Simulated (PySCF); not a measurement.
**[Ce(H2O)7]4+: other functionals and bases at one geometry**

The task here is to estimate one member of a computed series from the others.

The runs use PySCF 2.14.0; several levels, as the steps say, no spin–orbit coupling.

2 further runs of the same task are left out: 2 for a known fault of the program.

## Where the work starts

22 atoms, charge 4, spin multiplicity 1.

Bond lengths: Ce1–O2 2.367 Å, Ce1–O5 2.367 Å, Ce1–O8 2.422 Å, Ce1–O11 2.409 Å, Ce1–O14 2.417 Å, Ce1–O17 2.417 Å, Ce1–O20 2.409 Å, O2–H3 0.992 Å, O2–H4 0.992 Å, O5–H6 0.992 Å, O5–H7 0.992 Å, O8–H9 0.987 Å, O8–H10 0.987 Å, O11–H12 0.986 Å, O11–H13 0.986 Å, O14–H15 0.987 Å, O14–H16 0.987 Å, O17–H18 0.987 Å and more. Angles: O2–Ce1–O5 179.9°, O2–Ce1–O8 90.0°, O2–Ce1–O11 90.0°, O2–Ce1–O14 90.0°, O2–Ce1–O17 90.0°, O2–Ce1–O20 90.0°, O5–Ce1–O8 90.0°, O5–Ce1–O11 90.0°, O5–Ce1–O14 90.0°, O5–Ce1–O17 90.0°, O5–Ce1–O20 90.0°, O8–Ce1–O11 72.0°, O8–Ce1–O14 143.9°, O8–Ce1–O17 143.9°, O8–Ce1–O20 72.0°, O11–Ce1–O14 71.9°, O11–Ce1–O17 144.0°, O11–Ce1–O20 144.1° and more.

As a file:

```xyz
22
charge 4, multiplicity 1
Ce    0.0000    0.0000    0.0000
O    -0.0020    0.0000    2.3674
H     0.7687    0.0000    2.9922
H    -0.7740    0.0000    2.9906
O    -0.0020    0.0000   -2.3674
H     0.7687    0.0000   -2.9922
H    -0.7740    0.0000   -2.9906
O     2.4222    0.0000    0.0000
H     3.0415    0.0000    0.7681
H     3.0415    0.0000   -0.7681
O     0.7430    2.2920    0.0000
H     0.9192    2.8784    0.7734
H     0.9192    2.8784   -0.7734
O    -1.9537    1.4235    0.0000
H    -2.4365    1.8068    0.7703
H    -2.4365    1.8068   -0.7703
O    -1.9537   -1.4235    0.0000
H    -2.4365   -1.8068    0.7703
H    -2.4365   -1.8068   -0.7703
O     0.7430   -2.2920    0.0000
H     0.9192   -2.8784    0.7734
H     0.9192   -2.8784   -0.7734
```

Formal oxidation states: Ce +4. The 4f shell is empty and lies in the core potential. An earlier session relaxed this geometry at B3LYP, Ce lcecp-2-SVP with ECP46, O def2-SVP, H def2-SVP (singlet, point group C2v).

At B3LYP on the finer grid: E = -571.639408 Eh, frontier levels not given, since the 4f levels lie in the core, Mulliken charge on Ce1 +1.74 e, largest force component 0.004 eV/Å. The large-core potential holds the 4f shell empty.

Levels to run: HF; PBE; wB97X; BP86. Hardware: 4 threads of Intel Xeon Platinum 8259CL at 2.50GHz (Skylake/Cascade Lake), shared host.

Set-up of the first run:

File run.py (the lines that set the calculation):

```python
mol = gto.M(atom='''
Ce     0.00000     0.00000     0.00000
O     -0.00200     0.00000     2.36741
H      0.76867     0.00000     2.99218
H     -0.77396     0.00000     2.99059
O     -0.00200     0.00000    -2.36741
H      0.76867     0.00000    -2.99218
H     -0.77396     0.00000    -2.99059
O      2.42220     0.00000     0.00000
H      3.04148     0.00000     0.76813
H      3.04148     0.00000    -0.76813
O      0.74305     2.29202     0.00000
H      0.91923     2.87845     0.77338
H      0.91923     2.87845    -0.77338
O     -1.95371     1.42351     0.00000
H     -2.43649     1.80683     0.77029
H     -2.43649     1.80683    -0.77029
O     -1.95371    -1.42351     0.00000
H     -2.43649    -1.80683     0.77029
H     -2.43649    -1.80683    -0.77029
O      0.74305    -2.29202     0.00000
H      0.91923    -2.87845     0.77338
H      0.91923    -2.87845    -0.77338''',
    basis={'Ce': 'lcecp-2-SVP', 'O': 'def2-SVP', 'H': 'def2-SVP'},
    ecp={'Ce': 'lcecp-2-SVP'},
    charge=4, spin=0)
mf = scf.RHF(mol)
mf = mf.density_fit()  # fitting sets: Ce AutoAux, O def2-universal-JKFIT, H def2-universal-JKFIT
mf.conv_tol = 1e-08; mf.max_cycle = 55
mf.kernel(dm0)  # dm0: the density of the relaxed state
```

On the command line:

```console
OMP_NUM_THREADS=4 python run.py
```

Among the steps run: HF; PBE; wB97X; BP86.

One of the session's tables, all rows but one given; the rest of the session is left out.

```
               level  charge on Ce1 (e)  largest force component (eV/Å)
B3LYP (relaxed here)               1.74                            0.00
                  HF               2.50                            1.42
                 PBE                  ?                               ?
               wB97X               1.80                            0.14
                BP86               1.55                            0.46
```

Q: Estimate the row for PBE from the others.

As computed: charge on Ce1 (e): 1.53; largest force component (eV/Å): 0.40. In the column «charge on Ce1 (e)» it is the lowest.

The largest leftover force, 1.42 eV/Å with HF, stands at a geometry relaxed at another level. With 4f in the core, its levels are missing from HOMO and gap, and its count is fixed, so no charge can pass from the ligands into it. Total energies of different levels can't be compared.
